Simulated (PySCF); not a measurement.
# C₂H₁₂BNPSi+: NMR shifts, electronic excitations and K edges in gas and solvents

Aim: compute the NMR shifts, electronic excitations and K edges of C₂H₁₂BNPSi+ (`B[PH2+][SiH2]N(C)C`), and see what a dielectric continuum does where one was used.

Programs: PySCF 2.14.0, with density-fitted response routines of our own. Each step states its level of theory. These are calculated values for one molecule, in the gas phase or a continuum, unless marked as measured. Atoms are numbered from 0 throughout.

### 1 Starting geometry

18 atoms, charge 1, multiplicity 1; geometry from: GFN2-xTB.

Bonds of the start (Å): B0–P1 1.86, P1–Si2 2.35, Si2–N3 1.70, N3–C4 1.46, N3–C5 1.45, B0–H6 1.16, B0–H7 1.16, P1–H8 1.38, P1–H9 1.38, Si2–H10 1.46, Si2–H11 1.47, C4–H12 1.09, C4–H13 1.09, C4–H14 1.09, C5–H15 1.09, C5–H16 1.09, C5–H17 1.09.

### 2 Optimising the geometry at PBE0-D3(BJ)/def2-SVP

What the job is given:

```
{"job": {"xc": "PBE0", "basis": "def2-SVP", "d3": "d3bj", "grid": 1, "kind": "geom"}, "charge": 1, "multiplicity": 1}
B      2.502359     0.808312     1.004021
P      1.611812     1.317992    -0.541663
Si    -0.053475    -0.049929    -1.474388
N     -0.877185    -0.589591    -0.089250
C     -1.606597    -1.848547    -0.074529
C     -1.280431     0.284957     0.997671
H      3.387291     0.055410     0.919030
H      2.115727     1.177798     2.038811
H      2.531072     1.494570    -1.550331
H      1.151101     2.610935    -0.427261
H      0.699335    -1.154439    -2.056428
H     -0.655154     0.894758    -2.425329
H     -1.245911    -2.502516    -0.862454
H     -1.459594    -2.340155     0.887499
H     -2.675707    -1.683602    -0.218996
H     -1.120327    -0.222689     1.950757
H     -0.694790     1.205643     0.986981
H     -2.338286     0.547411     0.924203
```

Standard output:

```text
step   0  E = -792.84262813  max force = 0.015960
step   1  E = -792.85099817  max force = 0.004199
step   2  E = -792.85201740  max force = 0.001565
step   3  E = -792.85334300  max force = 0.004113
step   4  E = -792.85436322  max force = 0.006376
step   5  E = -792.85584218  max force = 0.006728
step   6  E = -792.85658523  max force = 0.004681
step   7  E = -792.85715225  max force = 0.004674
step   8  E = -792.85752464  max force = 0.002409
step   9  E = -792.85793745  max force = 0.006053
step  10  E = -792.85819545  max force = 0.002514
step  11  E = -792.85833410  max force = 0.001143
step  12  E = -792.85841538  max force = 0.001225
step  13  E = -792.85845701  max force = 0.001115
step  14  E = -792.85848512  max force = 0.000686
step  15  E = -792.85849633  max force = 0.000317
optimisation converged
```

Wall time 5.2 min (1 thread, shared host).

Along the way:

```csv
step,energy from step 0 (eV),largest force component (eV/Å)
0,0.0000,0.8207
1,-0.2278,0.2159
2,-0.2555,0.0805
3,-0.2916,0.2115
4,-0.3193,0.3279
5,-0.3596,0.3460
6,-0.3798,0.2407
7,-0.3952,0.2403
8,-0.4054,0.1239
9,-0.4166,0.3113
10,-0.4236,0.1293
11,-0.4274,0.0588
12,-0.4296,0.0630
13,-0.4307,0.0573
14,-0.4315,0.0353
15,-0.4318,0.0163
```

Distances of close pairs at the start and the end, largest changes first:

```csv
bond,before (Å),after (Å),change (Å)
P1–Si2,2.348,2.425,+0.077
B0–P1,1.855,1.915,+0.060
P1–H8,1.376,1.415,+0.039
P1–H9,1.377,1.414,+0.036
B0–H7,1.165,1.199,+0.035
B0–H6,1.165,1.199,+0.034
Si2–H10,1.458,1.481,+0.023
C4–H13,1.090,1.107,+0.016
```

The next job starts from the end point, and lists it.

```csv
at the end point,value
point group (found at 0.08 Å tolerance),C1
"rotational constants (GHz, main isotopes)","3.103, 1.287, 1.135"
```

### 3 Shielding tensors: PBE0/pcSseg-1 in chloroform

What the job is given:

```
{"job": {"kind": "nmr", "xc": "PBE0", "basis": "pcSseg-1", "solvent": "chloroform", "pop": true}, "charge": 1, "multiplicity": 1}
B      2.676040     0.032054     0.730999
P      1.824650     1.188320    -0.536059
Si    -0.219465     0.232612    -1.424567
N     -1.169722    -0.347293    -0.156349
C     -0.889209    -1.629450     0.462710
C     -2.137047     0.479505     0.546290
H      3.478414    -0.756086     0.316385
H      2.293062     0.096287     1.865734
H      2.696869     1.526252    -1.597542
H      1.497073     2.426799     0.061652
H      0.378826    -0.824008    -2.272328
H     -0.766233     1.437360    -2.089914
H     -0.246668    -2.247608    -0.182130
H     -0.393048    -1.510498     1.444582
H     -1.825169    -2.187575     0.627472
H     -1.794000     0.729089     1.565703
H     -2.320613     1.417016     0.002347
H     -3.097951    -0.053118     0.631788
```

With the program's defaults for keys left out, this is: GIAO PBE0/pcSseg-1 NMR shielding, non-relativistic, IEF-PCM chloroform.

Standard output:

```text
coarse grid: 15008 points
cycle   1  E = -793.1148108339  dE =  3.474e-01  |g| = 3.237e-01  |ddm| = 3.556e+00
cycle   2  E = -793.0997464538  dE =  1.506e-02  |g| = 4.245e-01  |ddm| = 7.985e-01
cycle   3  E = -793.1426150456  dE = -4.287e-02  |g| = 8.573e-02  |ddm| = 4.847e-01
cycle   4  E = -793.1440429458  dE = -1.428e-03  |g| = 2.380e-02  |ddm| = 8.526e-02
cycle   5  E = -793.1441735269  dE = -1.306e-04  |g| = 4.780e-03  |ddm| = 2.204e-02
cycle   6  E = -793.1441782556  dE = -4.729e-06  |g| = 1.129e-03  |ddm| = 4.059e-03
final grid: 132936 points
cycle   7  E = -793.1761274066  dE = -2.875e-05  |g| = 7.777e-03  |ddm| = 2.415e-02
cycle   8  E = -793.1761188429  dE =  8.564e-06  |g| = 9.815e-03  |ddm| = 1.566e-02
cycle   9  E = -793.1761428120  dE = -2.397e-05  |g| = 1.633e-03  |ddm| = 9.472e-03
cycle  10  E = -793.1761433583  dE = -5.462e-07  |g| = 1.982e-04  |ddm| = 1.302e-03
cycle  11  E = -793.1761433659  dE = -7.579e-09  |g| = 5.038e-05  |ddm| = 1.776e-04
cycle  12  E = -793.1761433665  dE = -6.403e-10  |g| = 9.870e-06  |ddm| = 6.877e-05
converged SCF energy = -793.1761433665

GIAO shielding tensors (ppm)
atom      isotropic    diamagn.    paramagn.     s11        s22        s33       span
  0 B        8.209     197.870    -189.661    -61.601    -53.531    139.759    201.360
  1 P      455.743     971.488    -515.744    390.153    461.009    516.068    125.915
  2 Si     372.976     882.196    -509.220    315.279    334.600    469.049    153.769
  3 N      225.561     329.746    -104.185    216.889    223.126    236.669     19.780
  4 C      145.602     247.150    -101.548    122.394    127.868    186.543     64.149
  5 C      144.504     244.838    -100.334    122.370    125.870    185.273     62.903
  6 H       22.396      28.390      -5.994     14.784     25.649     26.754     11.970
  7 H       22.310      29.171      -6.861     13.795     25.409     27.724     13.929
  8 H       25.861      28.421      -2.561     21.877     22.556     33.149     11.272
  9 H       25.763      30.147      -4.384     22.036     23.302     31.952      9.916
 10 H       25.718      29.981      -4.263     21.731     24.642     30.781      9.049
 11 H       25.448      29.638      -4.191     21.883     24.285     30.175      8.292
 12 H       28.834      30.849      -2.015     24.546     26.922     35.035     10.489
 13 H       29.176      31.282      -2.106     25.242     27.160     35.126      9.884
 14 H       28.511      28.589      -0.078     24.158     25.928     35.446     11.287
 15 H       28.724      30.109      -1.385     24.569     26.533     35.069     10.500
 16 H       28.290      29.509      -1.219     23.673     26.832     34.365     10.692
 17 H       28.475      27.686       0.789     24.077     25.831     35.517     11.440
```

It took 47 s on 1 thread, shared host.

The references, computed at this level on geometries of the same kind, shield at (ppm): ¹H TMS 31.25, ¹³C TMS 185.2, ²⁹Si TMS 351.9, ¹⁵N NH3 267.8, ³¹P PH3 585.9, ¹¹B BF3·OEt2 101.2. Their shielding less the atom's gives the shift. The references are single molecules in the same continuum, so shifts against H2O, NH3, PH3, H3PO4 or CFCl3 are not on the usual liquid scales and can be off by tens of ppm. Atoms listed in one row are averaged.

```csv
atoms,environment,σ (ppm),δ (ppm)
"C4, C5",methyl carbon bonded to N,145.1,40.1
"H6, H7",hydrogen on a boron bonded to P,22.35,8.89
"H10, H11","hydrogen on a silicon bonded to N, P",25.58,5.66
"H8, H9","hydrogen on a phosphorus bonded to B, Si",25.81,5.43
"H12, H13, H14, H15, H16, H17",hydrogen on a methyl carbon bonded to N,28.67,2.58
B0,"boron bonded to P, 2 H",8.2,93.0
P1,"phosphorus bonded to B, Si, 2 H",455.7,130.1
Si2,"silicon bonded to N, P, 2 H",373.0,-21.1
N3,"nitrogen bonded to 2 C, Si",225.6,42.2
```

The run also stored atomic charges by several schemes (e):

```csv
atoms,Mulliken,IAO,Hirshfeld,ESP fit
B0,0.04,-0.08,0.18,0.28
P1,-0.17,0.31,0.27,0.05
Si2,0.63,0.78,0.43,0.38
N3,-0.78,-0.47,-0.15,-0.04
"C4, C5",-0.08,-0.30,-0.05,-0.45
```

Mayer bond orders: B0–P1 0.93, P1–Si2 0.58, Si2–N3 1.14, N3–C4 0.92, N3–C5 0.92.

### 4 Excited states and response: CAM-B3LYP/def2-SVPD

Settings changed since step 3:

```diff
@@ -1,2 +1,2 @@
-{"job": {"kind": "nmr", "xc": "PBE0", "basis": "pcSseg-1", "solvent": "chloroform", "pop": true}, "charge": 1, "multiplicity": 1}
+{"job": {"kind": "uv", "xc": "CAM-B3LYP", "basis": "def2-SVPD", "dynamic": true, "nstates": 6, "ntriplets": 0}, "charge": 1, "multiplicity": 1}
 B      2.676040     0.032054     0.730999
```

Method: TDDFT CAM-B3LYP/def2-SVPD, vertical, gas phase, core orbitals frozen in the response.

Standard output:

```text
coarse grid: 15008 points
cycle   1  E = -793.0745495378  dE =  4.822e-01  |g| = 3.449e-01  |ddm| = 5.343e+00
cycle   2  E = -793.0944866005  dE = -1.994e-02  |g| = 3.100e-01  |ddm| = 1.224e+00
cycle   3  E = -793.1169801073  dE = -2.249e-02  |g| = 8.561e-02  |ddm| = 5.772e-01
cycle   4  E = -793.1185618698  dE = -1.582e-03  |g| = 2.274e-02  |ddm| = 1.287e-01
cycle   5  E = -793.1187207122  dE = -1.588e-04  |g| = 4.685e-03  |ddm| = 4.914e-02
cycle   6  E = -793.1187291841  dE = -8.472e-06  |g| = 1.145e-03  |ddm| = 1.126e-02
final grid: 132936 points
cycle   7  E = -793.2209581079  dE = -2.417e-05  |g| = 3.270e-03  |ddm| = 5.876e-02
cycle   8  E = -793.2209586688  dE = -5.609e-07  |g| = 3.042e-03  |ddm| = 1.113e-02
cycle   9  E = -793.2209609777  dE = -2.309e-06  |g| = 4.253e-04  |ddm| = 3.936e-03
cycle  10  E = -793.2209610173  dE = -3.961e-08  |g| = 1.761e-04  |ddm| = 6.935e-04
cycle  11  E = -793.2209610266  dE = -9.352e-09  |g| = 2.626e-05  |ddm| = 3.157e-04
cycle  12  E = -793.2209610273  dE = -6.535e-10  |g| = 1.059e-05  |ddm| = 8.885e-05
converged SCF energy = -793.2209610273

Static polarisability (au): isotropic 97.051, principal 83.338 95.468 112.347

Singlet excitations
state   eV       nm        f      main configurations
  1   3.7213    333.2   0.05366   H->L 0.98
  2   5.5016    225.4   0.01470   H-1->L 0.72, H-7->L 0.20
  3   5.6778    218.4   0.00061   H-5->L 0.61, H-4->L 0.26
  4   5.7380    216.1   0.02315   H->L+1 0.90
  5   6.1125    202.8   0.12514   H->L+2 0.87
  6   6.6952    185.2   0.01762   H->L+3 0.68, H->L+4 0.12, H->L+7 0.08
```

It took 82 s on 1 thread, shared host.

Frontier orbitals and where they lie:

```csv
orbital,eV,atoms
HOMO−3,-15.80,"C4 25 %, Si2 17 %, N3 12 %"
HOMO−2,-15.76,"C5 28 %, Si2 15 %, N3 14 %"
HOMO−1,-15.34,"P1 33 %, Si2 19 %, B0 17 %"
HOMO,-12.35,"N3 50 %, C5 9 %, C4 8 %"
LUMO,-6.10,"B0 50 %, P1 19 %, H6 8 %"
LUMO+1,-3.44,"P1 36 %, Si2 17 %, H8 11 %"
LUMO+2,-3.40,"P1 23 %, Si2 20 %, H9 13 %"
```

With each of the 6 states as a Gaussian band of 0.4 eV half-width at 1/e, the curve within the window shown has maxima at 333 nm (ε 2,200), 204 nm (ε 5,600) L/(mol cm). Beyond the last state computed it falls off for lack of states. The curve at chosen wavelengths:

nm, ε (L/mol/cm) and a bar:
```
      177        445 ##
      186       1505 ########
      195       3996 #####################
      203       5624 ##############################
      212       4397 #######################
      221       2426 #############
      230       1177 ######
      238        535 ###
      247        175 #
      256         46 
      265         17 
      273         36 
      282        130 #
      291        361 ##
      300        767 ####
      308       1233 #######
      317       1747 #########
      326       2089 ###########
      335       2166 ###########
      343       2017 ###########
      352       1686 #########
      361       1288 #######
      370        913 #####
      378        636 ###
      387        402 ##
      396        243 #
```

Further results of this job:

```csv
property,computed
polarisability (Å³),14.38
HOMO–LUMO gap (eV),6.25
−ε(HOMO) (eV),12.35
C6 with itself (au),3453
```

### 5 Excited states and response: CAM-B3LYP/def2-SVPD in chloroform

Settings changed since step 4:

```diff
@@ -1,2 +1,2 @@
-{"job": {"kind": "uv", "xc": "CAM-B3LYP", "basis": "def2-SVPD", "dynamic": true, "nstates": 6, "ntriplets": 0}, "charge": 1, "multiplicity": 1}
+{"job": {"kind": "uv", "xc": "CAM-B3LYP", "basis": "def2-SVPD", "solvent": "chloroform", "nstates": 6, "ntriplets": 0}, "charge": 1, "multiplicity": 1}
 B      2.676040     0.032054     0.730999
```

Level: TDDFT CAM-B3LYP/def2-SVPD, vertical, IEF-PCM chloroform (non-equilibrium linear response), core orbitals frozen in the response.

Standard output:

```text
coarse grid: 15008 points
cycle   1  E = -793.1454557184  dE =  4.119e-01  |g| = 3.280e-01  |ddm| = 5.345e+00
cycle   2  E = -793.1648532269  dE = -1.940e-02  |g| = 2.813e-01  |ddm| = 1.140e+00
cycle   3  E = -793.1826349180  dE = -1.778e-02  |g| = 8.026e-02  |ddm| = 5.148e-01
cycle   4  E = -793.1840478082  dE = -1.413e-03  |g| = 1.930e-02  |ddm| = 1.186e-01
cycle   5  E = -793.1841685173  dE = -1.207e-04  |g| = 3.868e-03  |ddm| = 4.444e-02
cycle   6  E = -793.1841749594  dE = -6.442e-06  |g| = 1.203e-03  |ddm| = 9.620e-03
final grid: 132936 points
cycle   7  E = -793.2864329143  dE = -2.435e-05  |g| = 3.328e-03  |ddm| = 5.849e-02
cycle   8  E = -793.2864336198  dE = -7.056e-07  |g| = 3.038e-03  |ddm| = 1.153e-02
cycle   9  E = -793.2864359219  dE = -2.302e-06  |g| = 3.941e-04  |ddm| = 3.991e-03
cycle  10  E = -793.2864359574  dE = -3.552e-08  |g| = 1.823e-04  |ddm| = 7.136e-04
cycle  11  E = -793.2864359679  dE = -1.048e-08  |g| = 2.617e-05  |ddm| = 3.394e-04
cycle  12  E = -793.2864359687  dE = -7.865e-10  |g| = 1.159e-05  |ddm| = 1.019e-04
converged SCF energy = -793.2864359687

Static polarisability (au): isotropic 121.330, principal 105.741 120.679 137.570

Singlet excitations
state   eV       nm        f      main configurations
  1   3.8544    321.7   0.07671   H->L 0.98
  2   5.4706    226.6   0.01808   H-1->L 0.72, H-6->L 0.12
  3   5.7044    217.3   0.00070   H-4->L 0.78, H-5->L 0.11
  4   5.9064    209.9   0.02944   H->L+2 0.82, H->L+1 0.10
  5   6.2145    199.5   0.16392   H->L+1 0.76, H->L+2 0.12
  6   6.7834    182.8   0.10687   H-2->L 0.29, H-1->L 0.17, H-6->L 0.15
```

Wall time 74 s (1 thread, shared host).

Key values: HOMO -9.19 eV, LUMO -2.78 eV; lowest singlet 3.85 eV.

### 6 Core excitations: BHandHLYP/def2-SVPD+aug-pcX-1+pcseg-1

Settings changed since step 5:

```diff
@@ -1,2 +1,2 @@
-{"job": {"kind": "uv", "xc": "CAM-B3LYP", "basis": "def2-SVPD", "solvent": "chloroform", "nstates": 6, "ntriplets": 0}, "charge": 1, "multiplicity": 1}
+{"job": {"kind": "xas", "xc": "BHandHLYP", "basis": {"default": "aug-pcX-1", "H": "pcseg-1", "Si": "def2-SVPD", "P": "def2-SVPD"}}, "charge": 1, "multiplicity": 1}
 B      2.676040     0.032054     0.730999
```

Level: core-valence-separated TDA BHandHLYP/aug-pcX-1 H:pcseg-1 Si:def2-SVPD P:def2-SVPD, K edges, non-relativistic, gas phase.

Standard output:

```text
coarse grid: 15008 points
cycle   1  E = -793.1755358484  dE =  4.792e-01  |g| = 3.413e-01  |ddm| = 4.166e+00
cycle   2  E = -793.2050130395  dE = -2.948e-02  |g| = 2.368e-01  |ddm| = 1.071e+00
cycle   3  E = -793.2183379637  dE = -1.332e-02  |g| = 9.090e-02  |ddm| = 4.178e-01
cycle   4  E = -793.2199902545  dE = -1.652e-03  |g| = 2.389e-02  |ddm| = 1.016e-01
cycle   5  E = -793.2201525415  dE = -1.623e-04  |g| = 4.744e-03  |ddm| = 4.060e-02
cycle   6  E = -793.2201596223  dE = -7.081e-06  |g| = 9.820e-04  |ddm| = 6.994e-03
final grid: 132936 points
cycle   7  E = -793.2948834981  dE = -4.884e-05  |g| = 2.930e-03  |ddm| = 3.669e-02
cycle   8  E = -793.2948840142  dE = -5.161e-07  |g| = 2.389e-03  |ddm| = 5.410e-03
cycle   9  E = -793.2948853738  dE = -1.360e-06  |g| = 4.057e-04  |ddm| = 2.329e-03
cycle  10  E = -793.2948854029  dE = -2.907e-08  |g| = 2.190e-04  |ddm| = 5.403e-04
cycle  11  E = -793.2948854126  dE = -9.655e-09  |g| = 1.802e-05  |ddm| = 1.771e-04
cycle  12  E = -793.2948854128  dE = -2.319e-10  |g| = 7.753e-06  |ddm| = 4.660e-05
converged SCF energy = -793.2948854128

B K edge
   eV          f      from atoms
  185.300   0.09031   B0
  191.561   0.04324   B0
  191.761   0.00170   B0
  192.328   0.00346   B0
  192.666   0.00261   B0
  193.396   0.01736   B0
  193.623   0.00856   B0
  193.839   0.00941   B0

C K edge
   eV          f      from atoms
  284.412   0.00147   C4
  284.682   0.00020   C5
  286.108   0.01626   C5
  286.300   0.01622   C4
  286.850   0.00394   C4
  286.938   0.00199   C5
  287.015   0.00498   C5
  287.177   0.02986   C4
  287.219   0.02783   C5
  287.321   0.00226   C4
  287.373   0.02414   C5
  287.594   0.02316   C4

N K edge
   eV          f      from atoms
  398.537   0.00631   N3
  399.463   0.01796   N3
  400.270   0.01154   N3
  401.216   0.00280   N3
  401.752   0.00200   N3
  402.052   0.00969   N3
  402.086   0.00043   N3
  402.455   0.01215   N3
```

Wall time 60 s (1 thread, shared host).

### 7 Run by run: electronic excitations

Excitations and ground-state properties, with basis size and wall time:

```csv
run,lowest singlet (eV),brightest (eV),f,gap (eV),α (Å³),functions,time
CAM-B3LYP/def2-SVPD,3.72,6.11,0.125,6.25,14.38,224,82 s
CAM-B3LYP/def2-SVPD in chloroform,3.85,6.21,0.164,6.41,17.98,224,74 s
```

### 8 Results

| quantity | value |
| --- | --- |
| point group | C1 |
| rotational constants (main isotopes) | 3.10, 1.29, 1.14 GHz |
| ¹³C shifts against TMS (PBE0/pcSseg-1, chloroform, means over atoms taken as alike) | 40.1 ppm |
| ¹H shifts against TMS (PBE0/pcSseg-1, chloroform, means over atoms taken as alike) | 8.89, 5.66, 5.43, 2.58 ppm |
| ¹¹B shifts against BF3·OEt2 (PBE0/pcSseg-1, chloroform) | 93.0 ppm |
| ³¹P shifts against PH3 (PBE0/pcSseg-1, chloroform) | 130.1 ppm |
| ²⁹Si shifts against TMS (PBE0/pcSseg-1, chloroform) | -21.1 ppm |
| ¹⁵N shifts against NH3 (PBE0/pcSseg-1, chloroform) | 42.2 ppm |
| lowest singlet (CAM-B3LYP/def2-SVPD) | 3.72 eV (333 nm), f = 0.054 |
| brightest single state of those computed | state 5, 6.11 eV, f = 0.125 |
| B K edge | first line 185.30 eV, strongest 185.30 eV (f = 0.090) |
| C K edge | first line 284.41 eV, strongest 287.18 eV (f = 0.030) |
| N K edge | first line 398.54 eV, strongest 399.46 eV (f = 0.018) |
| range of the lowest singlet | 3.72 to 3.85 eV |

What this shows: The optimisation took 15 steps and gained 0.432 eV; among the close pairs (by a distance rule), P1–Si2 changed most, from 2.348 to 2.425 Å. At PBE0/pcSseg-1: The widest tensor belongs to B0: span 201 ppm, with a paramagnetic part of -190 ppm. The lowest singlet, at 3.72 eV, is HOMO→LUMO 0.98 and is bright; of the 6 states computed, the strongest absorption comes from state 5 at 6.11 eV. At the B edge the strongest single line lifts a 1s electron of B0 into LUMO (weight 0.88), and it is the first line. At the C edge the strongest single line lifts a 1s electron of C4 into several orbitals, led by LUMO+7 (weight 0.33), 2.8 eV above the first line. At the N edge the strongest single line lifts a 1s electron of N3 into several orbitals, led by LUMO+1 (weight 0.57), 0.9 eV above the first line. Absolute edge energies from this method are off by several eV; spacings are better. The lowest singlet runs from 3.72 eV (CAM-B3LYP/def2-SVPD) to 3.85 eV (CAM-B3LYP/def2-SVPD in chloroform), while the orbital gap spans 6.25 to 6.41 eV. The lowest state need not be the same one in every run.
